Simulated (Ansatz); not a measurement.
# GeH11NSi3: basis-set convergence

An exercise on one series of results from a longer session: the logs are not shown, and one member is left open.

Program: Ansatz 0.2.0, Gaussian basis. Level of theory: one geometry, several basis sets. These are calculated values, not measurements.

The runs, in order: PBE0-D4/def2-SVP; ωB97M-V/def2-SVP; PBE0-D4/def2-QZVPP; ωB97M-V/def2-QZVPP; the functionals' def2-TZVPP values are taken from earlier runs.

## Structure used throughout

An earlier PBE0-D4 in a triple-zeta def2 set relaxation fixed the geometry.

SMILES `[SiH3][SiH2][N]([SiH3])[GeH3]`, 16 atoms, charge 0, spin multiplicity 1.

Atoms are counted from 1 here; the program's logs count them from 0.

Bond lengths: Si1–Si2 2.345 Å, Si1–H6 1.490 Å, Si1–H7 1.489 Å, Si1–H8 1.488 Å, Si2–N3 1.734 Å, Si2–H9 1.491 Å, Si2–H10 1.492 Å, N3–Si4 1.729 Å, N3–Ge5 1.854 Å, Si4–H11 1.489 Å, Si4–H12 1.488 Å, Si4–H13 1.488 Å, Ge5–H14 1.537 Å, Ge5–H15 1.537 Å, Ge5–H16 1.538 Å. Angles: Si2–Si1–H6 110.0°, Si2–Si1–H7 111.2°, Si2–Si1–H8 110.2°, H6–Si1–H7 108.4°, H6–Si1–H8 108.1°, H7–Si1–H8 108.8°, Si1–Si2–N3 111.9°, Si1–Si2–H9 109.2°, Si1–Si2–H10 109.4°, N3–Si2–H9 110.9°, N3–Si2–H10 107.3°, H9–Si2–H10 108.1°, Si2–N3–Si4 120.5°, Si2–N3–Ge5 119.8°, Si4–N3–Ge5 119.7°, N3–Si4–H11 107.7°, N3–Si4–H12 111.5°, N3–Si4–H13 111.9° and more.

Set-up of the first run:

Contents of in.yaml:

```yaml
crystal:
  periodic: [false, false, false]
  atoms:
    - {symbol: Si, position_ang: [0.704298, 1.570053, -1.985783]}
    - {symbol: Si, position_ang: [1.239828, -0.132135, -0.463714]}
    - {symbol: N, position_ang: [-0.100749, -0.525450, 0.563342]}
    - {symbol: Si, position_ang: [-0.931257, -2.031165, 0.385549]}
    - {symbol: Ge, position_ang: [-0.673197, 0.694319, 1.836699]}
    - {symbol: H, position_ang: [0.225225, 2.776304, -1.254029]}
    - {symbol: H, position_ang: [1.888154, 1.955229, -2.802609]}
    - {symbol: H, position_ang: [-0.382453, 1.120879, -2.898344]}
    - {symbol: H, position_ang: [2.423141, 0.285151, 0.342310]}
    - {symbol: H, position_ang: [1.602411, -1.370215, -1.212821]}
    - {symbol: H, position_ang: [-2.107906, -2.010727, 1.297774]}
    - {symbol: H, position_ang: [-1.406053, -2.230105, -1.011019]}
    - {symbol: H, position_ang: [-0.066456, -3.188802, 0.741515]}
    - {symbol: H, position_ang: [0.329157, 1.859109, 1.802869]}
    - {symbol: H, position_ang: [-0.680221, 0.016988, 3.216241]}
    - {symbol: H, position_ang: [-2.086821, 1.187865, 1.486320]}
basis:
  gaussian: {orbitals: def2-SVP}
hamiltonian: {xc: pbe0, dispersion: d4}
output: {orbitals: {seedname: orbitals}}
```

Started as:

```sh
$ ansatz run in.yaml --threads 4 --pin off --events-out ev --progress --plain --max-ram 11315MiB
```

Among the steps run: PBE0-D4 in def2-SVP; ωB97M-V in def2-SVP; PBE0-D4 in def2-QZVPP; ωB97M-V in def2-QZVPP.

One of the session's tables, all rows but one given; the rest of the session is left out.

It belongs to the step «Density functionals: the series». 

```
functional       basis  HOMO (eV)
   PBE0-D4    def2-SVP          ?
   PBE0-D4  def2-TZVPP      -7.17
   PBE0-D4  def2-QZVPP      -7.18
   ωB97M-V    def2-SVP      -9.20
   ωB97M-V  def2-TZVPP      -9.30
   ωB97M-V  def2-QZVPP      -9.30
```

Estimate the missing values for PBE0-D4, def2-SVP.

The run gave: HOMO (eV): -7.11. In the column «HOMO (eV)» it is the highest.
